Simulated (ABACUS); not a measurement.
## HfIn4SiO6 in ABACUS: the effect of functional

The system is HfIn4SiO6.

```
Hf In Si O
1.0
     2.41418   -8.12947   -0.00361
     2.41418    8.12947   -0.00361
    -0.98872    0.00000    4.73072
Hf In Si O
1 4 1 6
Direct
  0.00000 0.00000 0.00000
  0.66321 0.33679 0.00000
  0.16197 0.83803 0.50000
  0.33679 0.66321 0.00000
  0.83803 0.16197 0.50000
  0.50000 0.50000 0.50000
  0.73033 0.73033 0.27051
  0.26967 0.26967 0.72949
  0.19575 0.35695 0.27609
  0.64305 0.80425 0.72391
  0.80425 0.64305 0.72391
  0.35695 0.19575 0.27609
```

The cell was built by a generator and needn't be a form met in nature.

Alike in all runs:

```yaml
Program: ABACUS 3.10.1
Task: single point
Potentials_or_basis: SG15 ONCV 1.2 PBE
Cutoff: 1361 eV
Density_cutoff: 5442 eV
Basis: DZP LCAO (the cutoffs set its grid)
k_mesh: 4 × 4 × 4
Occupations: fermi-dirac, width 0.05 eV
Spin: no spin polarisation
```

```tsv
functional	gap on the mesh (eV)	pressure (GPa)	largest force (eV/Å)
LDA	0.28	-5.0	1.24
PBEsol	0.31	-1.8	0.87
PW91	0.28	1.8	0.60
WC	?	?	?
TPSS	0.29	-0.2	0.53
```

Task: What does the run with functional WC give?

Result: gap on the mesh 0.30 eV; pressure -1.8 GPa; largest force 0.82 eV/Å.

Caveats: the atomic orbitals were generated for these runs and aren't a published set; the potentials were made for another functional, which shifts forces and pressure; spin-orbit coupling is left out, which moves the levels of the heavy elements; the basis of atomic orbitals isn't converged, which shifts pressures, moduli and gaps.

A k mesh can miss the band edges.

Runs at the PBE level aren't shown here.
